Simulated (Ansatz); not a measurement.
Run this with the Python package of Ansatz (0.2.0) and show what comes out.

`kse.py`
```python
"""How the energy of KSe converges with the basis."""

import ansatz


def main() -> None:
    system = (
        ansatz.Crystal.molecule()
        .atom("K", (0.0, 0.0, 0.0))
        .atom("Se", (0.0, 0.0, 3.06))
    )

    setup = (
        system.calculation()
        .functional("b3lyp", dispersion="d4")
        .spin("collinear", total=1)  # two spin channels
        .scf(lower_state_search="standard")
    )

    energies = {}
    for basis in ["def2-SVP", "def2-SVPD", "def2-TZVP", "def2-TZVPP"]:
        data = setup.basis(gaussian=basis).run(threads=1).report
        size = data["n_frozen"] + data["n_occupied"][0] + data["n_virtual"][0]
        energies[basis] = (data["reference_energy_ev"] / 27.211386246, data["free_energy_ev"] / 27.211386246)
        print(f"{basis:14s} {size:4d} orbitals  reference {energies[basis][0]:14.6f} Ha  total {energies[basis][1]:14.6f} Ha")

    last = energies["def2-TZVPP"][1]
    for basis, (_, total) in energies.items():
        print(f"{basis:14s} lies {27.211386 * (total - last):9.4f} eV above def2-TZVPP")


if __name__ == "__main__":
    main()
```

```console
$ python kse.py
def2-SVP         56 orbitals  reference   -3001.162752 Ha  total   -3001.164175 Ha
def2-SVPD        68 orbitals  reference   -3001.171906 Ha  total   -3001.173330 Ha
def2-TZVP        81 orbitals  reference   -3001.540774 Ha  total   -3001.542198 Ha
def2-TZVPP       81 orbitals  reference   -3001.540774 Ha  total   -3001.542198 Ha
def2-SVP       lies   10.2865 eV above def2-TZVPP
def2-SVPD      lies   10.0374 eV above def2-TZVPP
def2-TZVP      lies    0.0000 eV above def2-TZVPP
def2-TZVPP     lies    0.0000 eV above def2-TZVPP
```

Against def2-SVP: def2-SVPD -9.2 mHa, def2-TZVP -378.0 mHa and def2-TZVPP -378.0 mHa. The last step alone is +0.00 mHa (these two sets differ little on atoms other than hydrogen). From the first set to the last the time grows from 3.5 to 5.8 s.

These settings explore the input space; basis and method may be short of convergence. The geometry is a force-field or estimated start, not a minimum of this method, and the last set is no limit. Much of the fall in a total is atomic energy, which cancels in bond and reaction energies. The species is open-shell (spin multiplicity 2). Total less reference energy is the dispersion correction. b3lyp holds the VWN-RPA fit, as in Gaussian; the form of ORCA and Turbomole is b3lyp5. The spin state was assumed, and another may lie lower. It ran for 20 s on 1 thread of Intel(R) Xeon(R) Processor @ 2.30GHz (shared host), peak memory 0.3 GiB.
